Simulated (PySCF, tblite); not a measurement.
**C₃H₈O₂SSi: geometry, infrared bands and NMR shifts**

Aim: predict the infrared bands and NMR shifts of C₃H₈O₂SSi (`CO[Si@@H](S)CC=O`).

Computed with tblite 0.8.0 and PySCF 2.14.0, with density-fitted response routines of our own, on a single molecule in the gas phase. Atoms count from 0, in the outputs and in this text.

## (1) Starting geometry

15 atoms, charge 0, multiplicity 1; geometry from: force field or distance geometry start.

Bonds of the start (Å): C0–O1 1.43, O1–Si2 1.65, Si2–S3 2.13, Si2–C4 1.86, C4–C5 1.51, C5–O6 1.22, C0–H7 1.09, C0–H8 1.09, C0–H9 1.09, Si2–H10 1.49, S3–H11 1.34, C4–H12 1.10, C4–H13 1.09, C5–H14 1.11.

## (2) Geometry optimisation with GFN2-xTB

Job settings and geometry (Å):

```
{"job": {"kind": "relax", "xc": "GFN2-xTB", "basis": "xTB"}, "charge": 0, "multiplicity": 1}
C      2.747600    -0.102500    -0.407700
O      1.653400     0.350400     0.388800
Si     0.120600    -0.136700     0.001500
S     -0.091100    -2.183300     0.563700
C     -1.175500     0.873500     0.866100
C     -2.611800     0.573900     0.521200
O     -2.980400    -0.264800    -0.288400
H      2.850800    -1.184800    -0.365000
H      3.664900     0.336200    -0.009300
H      2.623100     0.233900    -1.440100
H     -0.028400    -0.036600    -1.476200
H     -1.335200    -2.344300     0.084400
H     -1.022600     1.937300     0.642900
H     -1.067800     0.761400     1.941000
H     -3.351900     1.194300     1.069900
```

Run with:

```console
$ OMP_NUM_THREADS=1 python probes_run.py task.json out
```

The driver reads the jobs from task.json and runs them one after another.

**Question.** This job is followed by: GFN2-xTB harmonic vibrations, gas phase; GIAO PBE0/pcSseg-1 NMR shielding, non-relativistic, gas phase. Predict these results of the whole session: strongest single infrared mode (GFN2-xTB); zero-point energy (GFN2-xTB); 13C shifts against TMS (PBE0/pcSseg-1); 1H shifts against TMS (PBE0/pcSseg-1, means over atoms taken as alike); 17O shifts against H2O (PBE0/pcSseg-1); 29Si shifts against TMS (PBE0/pcSseg-1); 33S shifts against CS2 (PBE0/pcSseg-1); surface potential, 1st and 99th percentile.

The runs gave:

| quantity | value |
| --- | --- |
| strongest single infrared mode (GFN2-xTB) | 1767 cm⁻¹, 240 km/mol |
| zero-point energy (GFN2-xTB) | 65.6 kcal/mol |
| 13C shifts against TMS (PBE0/pcSseg-1) | 211.9, 53.2, 43.4 ppm |
| 1H shifts against TMS (PBE0/pcSseg-1, means over atoms taken as alike) | 10.11, 5.78, 3.77, 2.40, 2.22, 0.93 ppm |
| 17O shifts against H2O (PBE0/pcSseg-1) | 694.0, 13.7 ppm |
| 29Si shifts against TMS (PBE0/pcSseg-1) | -0.3 ppm |
| 33S shifts against CS2 (PBE0/pcSseg-1) | -221 ppm |
| surface potential, 1st and 99th percentile | -1.31 V and 1.23 V |

In words: The optimisation took 68 steps and gained 0.265 eV; among the close pairs (by a distance rule), Si2–C4 changed most, from 1.857 to 1.900 Å. All 39 modes are real, so the xTB geometry is a minimum. The strongest single mode, at 1767 cm⁻¹, moves mainly C5 and O6. Unscaled tight-binding wavenumbers are off by several per cent, some by more. Its intensities can rank the bands wrongly. C5 (aldehyde carbonyl carbon) lies farthest downfield among carbon, at 211.9 ppm; low-lying n→π* states of the double bond to the heteroatom give a large paramagnetic term (-273 ppm). H14 (hydrogen on an aldehyde carbonyl carbon) lies farthest downfield among hydrogen, at 10.11 ppm; deshielded by the polar, anisotropic C=O bond. At PBE0/pcSseg-1: Shielding is most anisotropic at O6 (span 1282 ppm, paramagnetic term -762 ppm). At PBE0/pcSseg-1, counted by nearest atom on the grid, the HOMO lies on S3 72 %; H11 9 %, the LUMO on C5 45 %; O6 31 %.
